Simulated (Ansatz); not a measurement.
# BF2HS: the cost of one run

Method: PBE0-D4, def2-SVP first, then def2-TZVP; program: Ansatz 0.2.0, Gaussian basis.

115 further runs of the same task are left out: 1 that didn't finish, 114 set aside as unsound or not needed.

### 1 Where the work starts

The guess: 5 atoms, charge 0, spin multiplicity 1.

Atoms are counted from 1 here; the program's logs count them from 0.

Bond lengths: B1–S3 1.697 Å, B1–F5 1.288 Å. Angles: S3–B1–F5 151.5°.

Coordinates:

```xyz
5

B    -0.00770    0.29030   -0.51020
F    -0.14350    0.40580    1.16330
S     0.24790   -1.38130   -0.64960
H     0.03990   -0.77830    1.02370
F    -0.13660    1.46350   -1.02710
```

Distances that are to change: F2–H4 1.21 Å, B1–F2 1.68 Å, S3–H4 1.79 Å.

### 2 Constrained relaxation of the guess

File hold/in.yaml:

```yaml
crystal:
  periodic: [false, false, false]
  atoms:
    - {symbol: B, position_ang: [-0.007700, 0.290300, -0.510200]}
    - {symbol: F, position_ang: [-0.143500, 0.405800, 1.163300]}
    - {symbol: S, position_ang: [0.247900, -1.381300, -0.649600]}
    - {symbol: H, position_ang: [0.039900, -0.778300, 1.023700]}
    - {symbol: F, position_ang: [-0.136600, 1.463500, -1.027100]}
basis:
  gaussian: {orbitals: def2-SVP}
hamiltonian: {xc: pbe0, dispersion: d4}
relax: {f_tol: 0.08, max_steps: 120, escape_saddle: false, constraints: [{distance: [1, 3]}, {distance: [0, 1]}, {distance: [2, 3]}]}
```

The run is started by

```
$ ansatz run in.yaml --threads 2 --pin off --events-out ev --progress --plain --max-ram 4352MiB
```

**Question.** How long does this run take on 2 threads of Intel Xeon 6975P-C, shared host?

About 3.4 s.
